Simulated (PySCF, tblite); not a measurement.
# C10H14: infrared bands and NMR shifts

What infrared bands and NMR shifts should C10H14 (`C#C/C(CC)=C(\C)CC=C`) show?

The runs use tblite 0.8.0 and PySCF 2.14.0, with density-fitted response routines of our own; the level of theory stands in each step. All values are computed, except where a source is named. Atoms are numbered from 0 throughout.

## Step 1: The molecule as given

24 atoms, charge 0, multiplicity 1; geometry from: GFN2-xTB.

Bonds of the start (Å): C0–C1 1.20, C1–C2 1.42, C2–C3 1.51, C3–C4 1.53, C2–C5 1.34, C5–C6 1.50, C5–C7 1.51, C7–C8 1.50, C8–C9 1.32, C0–H10 1.05, C3–H11 1.09, C3–H12 1.09, C4–H13 1.09, C4–H14 1.09, C4–H15 1.09, C6–H16 1.09, C6–H17 1.09, C6–H18 1.09, C7–H19 1.09, C7–H20 1.09, C8–H21 1.08, C9–H22 1.08, C9–H23 1.08.

## Step 2: Harmonic vibrations with GFN2-xTB

What the job is given:

```
{"job": {"kind": "ir", "xc": "GFN2-xTB", "basis": "xTB"}, "charge": 0, "multiplicity": 1}
C     -2.473778     2.525758    -0.078839
C     -1.726166     1.590261     0.015909
C     -0.899133     0.452023     0.187637
C     -1.458207    -0.559612     1.159667
C     -2.447771    -1.488884     0.455621
C      0.238343     0.313823    -0.506779
C      0.727980     1.361008    -1.459884
C      1.161789    -0.870613    -0.371022
C      2.253825    -0.549606     0.606835
C      3.536745    -0.500744     0.302894
H     -3.107597     3.356053    -0.174895
H     -1.978372    -0.025854     1.958643
H     -0.656978    -1.142977     1.614554
H     -3.255437    -0.908772     0.014369
H     -2.875271    -2.198653     1.160571
H     -1.952372    -2.044036    -0.338536
H      1.762579     1.614885    -1.228559
H      0.700181     0.980478    -2.481972
H      0.118405     2.259229    -1.407992
H      1.600300    -1.097939    -1.345197
H      0.617708    -1.752353    -0.028122
H      1.919606    -0.325792     1.611885
H      3.892964    -0.713323    -0.692223
H      4.288922    -0.254596     1.032992
```

**Question.** This job is followed by: GIAO PBE0/pcSseg-1 NMR shielding, non-relativistic, gas phase. What will the session give for the following? strongest single infrared mode (GFN2-xTB); zero-point energy (GFN2-xTB); 13C shifts against TMS (PBE0/pcSseg-1); 1H shifts against TMS (PBE0/pcSseg-1, means over atoms taken as alike).

**Answer**, as computed:

| quantity | value |
| --- | --- |
| strongest single infrared mode (GFN2-xTB) | 3122 cm⁻¹, 58 km/mol |
| zero-point energy (GFN2-xTB) | 127.8 kcal/mol |
| 13C shifts against TMS (PBE0/pcSseg-1) | 152.6, 145.1, 124.9, 122.9, 89.6, 88.6, 43.2, 31.0, 23.9, 16.5 ppm |
| 1H shifts against TMS (PBE0/pcSseg-1, means over atoms taken as alike) | 5.89, 5.40, 5.32, 2.88, 2.79, 2.35, 2.13, 1.14 ppm |

What this shows: All 66 modes are real, so the xTB geometry is a minimum. The strongest single mode, at 3122 cm⁻¹, moves mainly H23. Unscaled tight-binding wavenumbers are off by several per cent, some by more. Its intensities can rank the bands wrongly. The most deshielded hydrogen is H21 (hydrogen on an alkene CH), at 5.89 ppm: attached to an sp2 carbon and in the plane of the double bond. At PBE0/pcSseg-1: The widest tensor belongs to C1: span 307 ppm, with a paramagnetic part of -155 ppm.
